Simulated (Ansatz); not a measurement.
# CH₂AlFO: up Jacob's ladder to CCSD(T)

The task here is to estimate one member of a computed series from the others.

The runs use Ansatz 0.2.0, Gaussian basis; functionals in def2-TZVPP, the program's frozen cores in correlated methods.

Levels to be run: LDA (SPW92), PBE-D4, revPBE-D4, BLYP-D4, r2SCAN-D4, B97M-V, PBE0-D4, B3LYP-D4, r2SCANh-D4, r2SCAN0-D4, HSE06-D4, BHLYP-D4, CAM-B3LYP-D4, LC-ωPBE, ωB97X-V, ωB97M-V, B2PLYP, PBE-QIDH; CCSD(T)/def2-SVP; CCSD(T)/def2-TZVPP; MP2/def2-QZVPP; extrapolation to the limit; RPA on PBE.

### Structure used throughout

The geometry comes from an earlier relaxation with PBE0-D4 in a triple-zeta def2 set; it is a stationary point.

SMILES `[F][Al]1[CH2][O]1`, 6 atoms, charge 0, spin multiplicity 1.

Atoms are counted from 1 here; the program's logs count them from 0.

Bond lengths: F1–Al2 1.634 Å, Al2–C3 1.867 Å, Al2–O4 1.690 Å, C3–O4 1.507 Å, C3–H5 1.090 Å, C3–H6 1.090 Å. Angles: F1–Al2–C3 168.9°, F1–Al2–O4 141.3°, C3–Al2–O4 49.8°, Al2–C3–O4 58.9°, Al2–C3–H5 123.7°, Al2–C3–H6 123.7°, O4–C3–H5 112.4°, O4–C3–H6 112.4°, H5–C3–H6 111.1°, Al2–O4–C3 71.2°.

The first run:

Contents of in.yaml:

```yaml
crystal:
  periodic: [false, false, false]
  atoms:
    - {symbol: F, position_ang: [-0.391796, -2.590736, 0.634582]}
    - {symbol: Al, position_ang: [-0.190299, -1.024519, 0.215913]}
    - {symbol: C, position_ang: [0.331959, 0.748363, -0.049716]}
    - {symbol: O, position_ang: [-0.897659, 0.191062, -0.720311]}
    - {symbol: H, position_ang: [1.093151, 1.053655, -0.767309]}
    - {symbol: H, position_ang: [0.096743, 1.558074, 0.640641]}
basis:
  gaussian: {orbitals: def2-TZVPP}
hamiltonian: {xc: lda}
output: {orbitals: {seedname: orbitals}}
```

Started as:

```console
ansatz run in.yaml --threads 2 --pin off --events-out ev --progress --plain --max-ram 4352MiB
```

Among the steps run: LDA; PBE-D4 (GGA); revPBE-D4 (GGA); BLYP-D4 (GGA); r2SCAN-D4 (meta-GGA); B97M-V (meta-GGA); PBE0-D4 (hybrid); B3LYP-D4 (hybrid); r2SCANh-D4 (hybrid); r2SCAN0-D4 (hybrid); HSE06-D4 (hybrid); BHLYP-D4 (hybrid); CAM-B3LYP-D4 (range-separated); LC-ωPBE (range-separated); ωB97X-V (range-separated); ωB97M-V (range-separated); B2PLYP (double hybrid); PBE-QIDH (double hybrid).

One of the session's tables, all rows but one given; the rest of the session is left out.

It belongs to the step «Orbital energies across the functionals». 

```
  functional  HOMO (eV)  LUMO (eV)  gap (eV)
 LDA (SPW92)      -5.85      -2.83      3.02
      PBE-D4      -5.66      -2.55      3.10
   revPBE-D4      -5.58      -2.42      3.16
     BLYP-D4      -5.56      -2.52      3.04
   r2SCAN-D4      -5.85      -2.15      3.70
      B97M-V      -5.91      -2.38      3.53
     PBE0-D4          ?          ?         ?
    B3LYP-D4      -6.75      -1.99      4.76
  r2SCANh-D4      -6.34      -1.86      4.48
  r2SCAN0-D4      -7.08      -1.44      5.64
    HSE06-D4      -6.54      -2.05      4.49
    BHLYP-D4      -8.16      -0.91      7.25
CAM-B3LYP-D4      -8.35      -0.78      7.58
     LC-ωPBE      -9.65       0.52     10.17
     ωB97X-V      -9.30       0.35      9.66
     ωB97M-V      -9.20       0.06      9.26
```

Q: Estimate the row for PBE0-D4 from the others.

**Answer.** HOMO (eV): -6.94; LUMO (eV): -1.68; gap (eV): 5.27. In the column «HOMO (eV)» it lies between r2SCAN0-D4 (-7.08) and B3LYP-D4 (-6.75).
